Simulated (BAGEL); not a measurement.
# HF/6-31G(d) (density fitting with qzvpp-jkfit, spherical functions) run of C2H3Ga (SMILES C#[C][GaH2])

What is the vertical electron affinity of C2H3Ga at HF/6-31G* (density fitting with qzvpp-jkfit, spherical functions)? 

Program for the calculation: BAGEL 1.2.2.

8 further runs of the same task are left out: 6 that didn't finish, 2 set aside as unsound or not needed.

### Step 1. The system as given

C2H3Ga has 6 atoms, charge 0, and is taken as a singlet. SMILES: `C#[C][GaH2]`. The shape comes from GFN2-xTB, which is rough for such elements, and wasn't checked as a minimum.

Bond lengths: C1–C2 1.210 Å, C2–Ga3 1.955 Å, C1–H4 1.056 Å, Ga3–H5 1.563 Å, Ga3–H6 1.563 Å. Angles: C1–C2–Ga3 179.8°, C2–C1–H4 180.0°, C2–Ga3–H5 119.7°, C2–Ga3–H6 119.9°, H5–Ga3–H6 120.4°.

### Step 2. The energy at HF/6-31G(d) (density fitting with qzvpp-jkfit, spherical functions)

Contents of hf.json:

```json
{ "bagel": [

{
  "title": "molecule",
  "basis": "6-31gs.json",
  "df_basis": "qzvpp-jkfit",
  "angstrom": "true",
  "geometry": [
    { "atom": "C", "xyz": [   -1.256370,   -1.357360,   -0.255330 ] },
    { "atom": "C", "xyz": [   -0.442500,   -0.477160,   -0.092210 ] },
    { "atom": "Ga", "xyz": [    0.873340,    0.943230,    0.177850 ] },
    { "atom": "H", "xyz": [   -1.966750,   -2.125550,   -0.397950 ] },
    { "atom": "H", "xyz": [    1.802130,    1.373390,   -1.003130 ] },
    { "atom": "H", "xyz": [    0.990170,    1.643440,    1.570790 ] }
  ]
},
{ "title": "hf" },
{ "title": "print", "file": "orbitals.molden", "orbitals": "true" }

]}
```

The basis set 6-31G* is read from a file made from the Basis Set Exchange's data (not shown).

Started as:

```bash
$ BAGEL_NUM_THREADS=1 BAGEL hf.json > hf.out
```

Standard output:

```text
* using 1 threads per process

  ===============================================================
  ===============================================================

  *** Geometry ***

  { "atom" : "C", "xyz" : [     -2.374195,     -2.565039,     -0.482504 ] },
  { "atom" : "C", "xyz" : [     -0.836204,     -0.901702,     -0.174252 ] },
  { "atom" : "Ga", "xyz" : [      1.650373,      1.782446,      0.336088 ] },
  { "atom" : "H", "xyz" : [     -3.716619,     -4.016707,     -0.752017 ] },
  { "atom" : "H", "xyz" : [      3.405532,      2.595331,     -1.895641 ] },
  { "atom" : "H", "xyz" : [      1.871150,      3.105652,      2.968363 ] },

  Number of auxiliary basis functions:      470

  Since a DF basis is specified, we compute 2- and 3-index integrals:
    o Being stored without compression. Storage requirement is 0.016 GB

  Number of basis functions:       66
  Number of electrons      :       46

    * METHOD: MOLECULE                             0.21

  *** RHF ***

  === Nuclear Repulsion ===
   130.4824685351

      * DIIS with orbital gradients will be used.

  === RHF iteration (6-31gs.json) ===
      0      -2000.26874346          0.01624299           0.05
      1      -2000.34986872          0.00757274           0.05
      2      -2000.36419717          0.00191846           0.05
      3      -2000.36536736          0.00073175           0.05
      4      -2000.36551683          0.00010661           0.05
      5      -2000.36552290          0.00006195           0.05
      6      -2000.36552507          0.00003513           0.05
      7      -2000.36552695          0.00001224           0.05
      8      -2000.36552719          0.00000332           0.05
      9      -2000.36552720          0.00000144           0.05
     10      -2000.36552720          0.00000053           0.05
     11      -2000.36552720          0.00000018           0.05
     12      -2000.36552720          0.00000004           0.05
     13      -2000.36552720          0.00000002           0.05
     14      -2000.36552720          0.00000001           0.05
     15      -2000.36552720          0.00000000           0.05
    * SCF iteration converged.

    * Permanent dipole moment:
           (    0.064349,     0.070936,     0.009610) a.u.

    * METHOD: HF                                   0.99

    * METHOD: PRINT                                0.01

  ===============================================================
```

Run time: 1.4 s. Hardware: 1 thread of Arm Neoverse V2, shared host; peak memory 0.096 GiB.

### Step 3. The doublet anion at the same level

Contents of job.json:

```json
{ "bagel": [

{
  "title": "molecule",
  "basis": "6-31gs.json",
  "df_basis": "qzvpp-jkfit",
  "angstrom": "true",
  "geometry": [
    { "atom": "C", "xyz": [      -1.256370,      -1.357360,      -0.255330 ] },
    { "atom": "C", "xyz": [      -0.442500,      -0.477160,      -0.092210 ] },
    { "atom": "Ga", "xyz": [       0.873340,       0.943230,       0.177850 ] },
    { "atom": "H", "xyz": [      -1.966750,      -2.125550,      -0.397950 ] },
    { "atom": "H", "xyz": [       1.802130,       1.373390,      -1.003130 ] },
    { "atom": "H", "xyz": [       0.990170,       1.643440,       1.570790 ] }
  ]
},

{
  "title": "uhf",
  "charge": -1,
  "nopen": 1
},

{
  "title": "print",
  "file": "orbitals.molden",
  "orbitals": "true"
}

]}
```

The basis set 6-31G* is read from a file made from the Basis Set Exchange's data (not shown).

Started as:

```bash
$ BAGEL_NUM_THREADS=1 BAGEL job.json > job.out
```

Standard output:

```text
* using 1 threads per process

  ===============================================================
  ===============================================================

  *** Geometry ***

  { "atom" : "C", "xyz" : [     -2.374195,     -2.565039,     -0.482504 ] },
  { "atom" : "C", "xyz" : [     -0.836204,     -0.901702,     -0.174252 ] },
  { "atom" : "Ga", "xyz" : [      1.650373,      1.782446,      0.336088 ] },
  { "atom" : "H", "xyz" : [     -3.716619,     -4.016707,     -0.752017 ] },
  { "atom" : "H", "xyz" : [      3.405532,      2.595331,     -1.895641 ] },
  { "atom" : "H", "xyz" : [      1.871150,      3.105652,      2.968363 ] },

  Number of auxiliary basis functions:      470

  Since a DF basis is specified, we compute 2- and 3-index integrals:
    o Being stored without compression. Storage requirement is 0.016 GB

  Number of basis functions:       66
  Number of electrons      :       46

    * METHOD: MOLECULE                             0.20

  *** Open-shell HF ***

  === Nuclear Repulsion ===
   130.4824685351

      * DIIS with orbital gradients will be used.

  === UHF iteration (6-31gs.json) ===
      0      -2000.16150482          0.03893958           0.11
      1      -2000.29626101          0.02278394           0.11
      2      -2000.33437041          0.01117424           0.10
      3      -2000.34535065          0.00205671           0.11
      4      -2000.34683256          0.00100398           0.11
      5      -2000.34750877          0.00032184           0.10
      6      -2000.34775385          0.00012418           0.11
      7      -2000.34781604          0.00010117           0.11
      8      -2000.34786415          0.00006664           0.11
      9      -2000.34799514          0.00003279           0.11
     10      -2000.34804946          0.00002542           0.12
     11      -2000.34809615          0.00002342           0.11
     12      -2000.34815753          0.00002053           0.11
     13      -2000.34822832          0.00001356           0.11
     14      -2000.34824369          0.00000609           0.11
     15      -2000.34824811          0.00000333           0.10
     16      -2000.34825020          0.00000189           0.11
     17      -2000.34825055          0.00000069           0.11
     18      -2000.34825080          0.00000060           0.10
     19      -2000.34825094          0.00000048           0.11
     20      -2000.34825105          0.00000034           0.11
     21      -2000.34825111          0.00000018           0.11
     22      -2000.34825111          0.00000011           0.11
     23      -2000.34825111          0.00000009           0.11
     24      -2000.34825111          0.00000006           0.11
     25      -2000.34825111          0.00000004           0.10
     26      -2000.34825111          0.00000003           0.10
     27      -2000.34825111          0.00000003           0.12
     28      -2000.34825111          0.00000002           0.11
     29      -2000.34825111          0.00000002           0.11
     30      -2000.34825111          0.00000001           0.11
     31      -2000.34825111          0.00000001           0.11
     32      -2000.34825111          0.00000001           0.11
    * SCF iteration converged.

    * S^2 (UHF) is 0.8365

    * Permanent dipole moment:
           (    0.470358,     0.505961,     0.093421) a.u.

    * METHOD: UHF                                  3.75

    * METHOD: PRINT                                0.01

  ===============================================================
```

Wall time 4.2 s (1 thread of Arm Neoverse V2, shared host); peak memory 0.096 GiB.

### Step 4. What came out

Level: HF/6-31G* (density fitting with qzvpp-jkfit, spherical functions).

```
                                         quantity           value
                     singlet C2H3Ga: total energy  -2000.36553 Eh
                    singlet C2H3Ga: dipole moment          0.24 D
                      singlet C2H3Ga: HOMO energy       -10.43 eV
                      singlet C2H3Ga: LUMO energy         0.89 eV
                    singlet C2H3Ga: HOMO–LUMO gap        11.31 eV
                      doublet anion: total energy  -2000.34825 Eh
                              doublet anion: ⟨S²⟩           0.837
vertical electron affinity (to the doublet anion)       -0.470 eV
```

The anion lies 0.47 eV (45.4 kJ/mol) above the neutral: the electron isn't bound at this level, and such a value depends on the basis. Without diffuse functions anions come out too high. Hartree–Fock misses the correlation that binds many anions.
